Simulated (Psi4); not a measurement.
**SiCNClF2 (SMILES N#C[Si](F)(F)Cl): TPSS/cc-pVDZ**

What is the energy change on altering one bond length of SiCNClF2 at TPSS/cc-pVDZ? 

The results are computed with Psi4 1.11.

11 further runs of the same task are left out: 10 that didn't finish, 1 set aside as unsound or not needed.

## 1. The structure to begin with

SiCNClF2 has 6 atoms, charge 0, and is taken as a singlet. SMILES: `N#C[Si](F)(F)Cl`. The coordinates come from a PBE0-D4/def2-TZVP relaxation.

Bond lengths: N1–C2 1.150 Å, C2–Si3 1.827 Å, Si3–F4 1.567 Å, Si3–F5 1.567 Å, Si3–Cl6 1.998 Å. Angles: N1–C2–Si3 179.1°, C2–Si3–F4 108.2°, C2–Si3–F5 108.2°, C2–Si3–Cl6 110.3°, F4–Si3–F5 108.8°, F4–Si3–Cl6 110.6°, F5–Si3–Cl6 110.6°.

## 2. Energy and gradient at TPSS/cc-pVDZ

The input, cclf2nsi.dat:

```
memory 2200 MB

molecule m {
  0 1
  N      1.925400    -1.092200     1.077400
  C      1.030100    -0.609300     0.540000
  Si    -0.394400     0.176700    -0.290300
  F     -1.487900    -0.920300    -0.527700
  F      0.087600     0.719200    -1.679000
  Cl    -1.118900     1.661900     0.833400
  symmetry c1
  no_reorient
  no_com
}

set basis cc-pVDZ
set puream true
set e_convergence 1e-09
set d_convergence 1e-08
set scf_type pk
set dft_radial_points 99
set dft_spherical_points 590

e_tot, wfn = gradient("tpss", return_wfn=True)
oeprop(wfn, "DIPOLE", "QUADRUPOLE", "WIBERG_LOWDIN_INDICES", title="TPSS")
print_variables()
```

Launch:

```sh
psi4 cclf2nsi.dat cclf2nsi.out -n 1
```

cclf2nsi.out:

```text
[...]
  Running in c1 symmetry.
[...]
  Nuclear repulsion =  351.977762816507550
[...]
  Multiplicity = 1
[...]
  Nalpha       = 31
  Nbeta        = 31
[...]
    Number of basis functions: 92
[...]
   @RKS iter   1: -1042.26916498326705   -2.04295e-01   7.20195e-03 DIIS/ADIIS
[...]
   @RKS iter  13: -1042.46431690410463   -9.09495e-13   5.50111e-09 DIIS
[...]
    Orbital Energies [Eh]
    ---------------------
    Doubly Occupied:
       1A   -101.044076     2A    -65.859707     3A    -24.472510
       4A    -24.472474     5A    -14.151965     6A    -10.046664
       7A     -9.285549     8A     -7.063086     9A     -7.055844
      10A     -7.055808    11A     -5.271761    12A     -3.648685
      13A     -3.647880    14A     -3.645785    15A     -1.181657
      16A     -1.162045    17A     -0.873461    18A     -0.822780
      19A     -0.590002    20A     -0.505938    21A     -0.485115
      22A     -0.466395    23A     -0.427194    24A     -0.419713
      25A     -0.407735    26A     -0.399106    27A     -0.353973
      28A     -0.343822    29A     -0.339270    30A     -0.335501
      31A     -0.329638
[...]
  @RKS Final Energy: -1042.46431690410463
   => Energetics <=
    Nuclear Repulsion Energy =            351.9777628165075498
    One-Electron Energy =               -2140.2047634812433898
    Two-Electron Energy =                 828.3868751538100241
    DFT Exchange-Correlation Energy =     -82.6241913931786769
    Empirical Dispersion Energy =           0.0000000000000000
    VV10 Nonlocal Energy =                  0.0000000000000000
    Total Energy =                      -1042.4643169041046349
[...]
  -Total Gradient:
     Atom            X                  Y                   Z
    ------   -----------------  -----------------  -----------------
       1       -0.040734593205     0.022070820874    -0.024314114599
       2        0.033974684748    -0.018496052868     0.020166027439
       3       -0.020722910308    -0.006020032462    -0.037148006148
       4        0.035500560107     0.034947557275     0.007449731000
       5       -0.015300745206    -0.017918350110     0.044642244770
       6        0.007273932201    -0.014544003121    -0.010751602209
[...]
 Multipole Moments:
 ------------------------------------------------------------------------------------
     Multipole            Electronic (a.u.)      Nuclear  (a.u.)        Total (a.u.)
 ------------------------------------------------------------------------------------
 L = 1.  Multiply by 2.5417464519 to convert [e a0] to [Debye]
 Dipole X            :         32.4811374          -33.0460187           -0.5648813
 Dipole Y            :        -32.8590431           33.2875257            0.4284826
 Dipole Z            :         -2.1005364            1.9371583           -0.1633781
 Magnitude           :                                                    0.7275855
 L = 2.  Multiply by 1.3450342976 to convert [e a0^2] to [Debye ang]
 Quadrupole XX       :       -307.0281947          270.5836007          -36.4445940
 Quadrupole XY       :        137.3143012         -136.3525804            0.9617208
[...]
```

Wall time 58 s (1 thread of Intel Xeon 6975P-C (Granite Rapids), shared host); peak memory 1.3 GiB.

## 3. The distorted shape: a single-point energy at TPSS/cc-pVDZ

The input, cclf2nsi.inp:

```
memory 2.2 GB

molecule geom {
  0 1
  N      2.90979273    -2.88410946     4.13542374
  C      1.21792093    -1.97156071     3.11988492
  Si    -1.47399394    -0.48623598     1.55084532
  F     -3.54040945    -2.55926554     1.10222434
  F      0.16554001     1.35909103    -3.17285016
  Cl    -2.84310051     2.32038526     3.67433056
  units au
  symmetry c1
}

set {
  puream true
  e_convergence 1e-09
  d_convergence 1e-08
  scf_type pk
  dft_radial_points 99
  dft_spherical_points 590
}

e_tot, wfn = energy("tpss/cc-pVDZ", return_wfn=True)
oeprop(wfn, "DIPOLE", "WIBERG_LOWDIN_INDICES", "MAYER_INDICES")
```

Launch:

```sh
psi4 cclf2nsi.inp cclf2nsi.out -n 1
```

cclf2nsi.out:

```text
[...]
  Running in c1 symmetry.
[...]
  Nuclear repulsion =  316.171380593553465
[...]
  Multiplicity = 1
[...]
  Nalpha       = 31
  Nbeta        = 31
[...]
    Number of basis functions: 92
[...]
   @RKS iter   1: -1041.94106481334939   -2.62275e-01   9.04871e-03 DIIS/ADIIS
[...]
   @RKS iter  18: -1042.28984976942661   -5.68434e-12   4.10117e-09 DIIS
[...]
    Orbital Energies [Eh]
    ---------------------
    Doubly Occupied:
       1A   -101.081013     2A    -65.895841     3A    -24.510371
       4A    -24.344110     5A    -14.181738     6A    -10.078717
       7A     -9.321833     8A     -7.099872     9A     -7.092290
      10A     -7.091646    11A     -5.304606    12A     -3.681454
      13A     -3.681002    14A     -3.678775    15A     -1.206428
      16A     -0.959880    17A     -0.901710    18A     -0.855513
      19A     -0.614823    20A     -0.524534    21A     -0.484994
      22A     -0.466673    23A     -0.438909    24A     -0.386738
      25A     -0.378521    26A     -0.369286    27A     -0.364796
      28A     -0.358208    29A     -0.287935    30A     -0.244498
      31A     -0.244360
[...]
  @RKS Final Energy: -1042.28984976942661
   => Energetics <=
    Nuclear Repulsion Energy =            316.1713805935534651
    One-Electron Energy =               -2068.4343590485837012
    Two-Electron Energy =                 792.4041149277711611
    DFT Exchange-Correlation Energy =     -82.4309862421675774
    Empirical Dispersion Energy =           0.0000000000000000
    VV10 Nonlocal Energy =                  0.0000000000000000
    Total Energy =                      -1042.2898497694266098
[...]
 Multipole Moments:
 ------------------------------------------------------------------------------------
     Multipole            Electronic (a.u.)      Nuclear  (a.u.)        Total (a.u.)
 ------------------------------------------------------------------------------------
 L = 1.  Multiply by 2.5417464519 to convert [e a0] to [Debye]
 Dipole X            :         -2.2331490            1.3070290           -0.9261200
 Dipole Y            :          0.7273698           -0.7501240           -0.0227541
 Dipole Z            :         -0.6389472            1.9091705            1.2702233
 Magnitude           :                                                    1.5721587
[...]
```

Wall time 35 s (1 thread of Intel Xeon 6975P-C (Granite Rapids), shared host); peak memory 1.3 GiB.

## 4. Summary of results

Level: TPSS/cc-pVDZ.

| quantity | value |
| --- | --- |
| first shape: total energy | -1042.46432 Eh |
| first shape: dipole moment | 1.85 D |
| first shape: HOMO energy | -8.97 eV |
| first shape: LUMO energy | -1.97 eV |
| first shape: HOMO–LUMO gap | 7.00 eV |
| first shape: largest force on an atom | 2.691 eV/Å |
| distorted shape: total energy | -1042.28985 Eh |
| distorted shape: dipole moment | 4.00 D |
| distorted shape: HOMO energy | -6.65 eV |
| distorted shape: LUMO energy | -5.48 eV |
| distorted shape: HOMO–LUMO gap | 1.17 eV |
| energy change with the Si3–F5 bond stretched from 1.567 to 2.820 Å | 4.747 eV |

**Reading.** One bond (distorted shape) is far stretched, which a spin-restricted single reference describes badly; a broken-symmetry solution may lie lower. With the Si3–F5 bond stretched from 1.567 to 2.820 Å the energy rises by 4.75 eV (109 kcal/mol). The first shape isn't relaxed at this level, so the change isn't measured from a minimum. A restricted reference can't describe the breaking bond well at this length. The largest force (first shape) is 2.69 eV/Å: the shape isn't a stationary point for this species at this level.
